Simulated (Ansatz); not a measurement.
# SbTe2O: the cost of one run

Program: Ansatz 0.2.0. Level of theory: DFT PBE, scalar-relativistic, plane waves, PAW. These are calculated values, not measurements.

### 1 Starting point

Symmetry: P4mm, No. 99, tetragonal system. The conventional cell has a = 4.908 Å, b = 4.908 Å, c = 5.531 Å, α = 90.00°, β = 90.00°, γ = 90.00°. Sb (site symmetry 4mm) is surrounded by 4 Te at 2.46 Å. Te (site symmetry 2mm) is surrounded by 2 Sb at 2.46 Å and 2 O at 2.55 Å. Around O (site symmetry 4mm) lie 4 Te at 2.55 Å.

Coordinates:

```xyz
4
Lattice="4.9083 0.0000 0.0000 0.0000 4.9083 0.0000 0.0000 0.0000 5.5311" Properties=species:S:1:pos:R:3 pbc="T T T"
Sb    0.0000    0.0000    1.3076
Te    2.4542    0.0000    1.1231
Te    0.0000    2.4542    1.1231
O     2.4542    2.4542    0.4459
```

Recipe of the guess: random cell by space group and Wyckoff sites (P4mm, No. 99). The dimensions are guesses.

### 2 Probe: one point on a coarse mesh

The input, input.yaml:

```yaml
crystal:
  lattice:
    - [4.90831285, 0.0, 0.0]
    - [0.0, 4.90831285, 0.0]
    - [0.0, 0.0, 5.53112003]
  atoms:
    - { symbol: Sb, position: [0.0, 0.0, 0.23641521] }
    - { symbol: Te, position: [0.5, 0.0, 0.20305842] }
    - { symbol: Te, position: [0.0, 0.5, 0.20305842] }
    - { symbol: O, position: [0.5, 0.5, 0.08061108] }
basis:
  ecutwfc: 420
kpoints:
  mp_grid: { grid: [4, 4, 4] }
hamiltonian:
  xc: pbe
scf:
  occupations: { method: gaussian, width: 0.1 }
  lower_state_search: "off"
output:
  forces: true
  stress: true
  eigenvalues: true
```

Started as:

```sh
$ ansatz run input.yaml --threads 1 --pin off --max-ram 2560MiB --backend cpu --events-out ev --progress --plain --runs-dir out
```

**Question.** How long does this run take on 1 thread of AMD EPYC 9R45 (Zen 5), shared host, and how much memory does it need?

About 2.9 s, with a peak of 0.4 GiB.
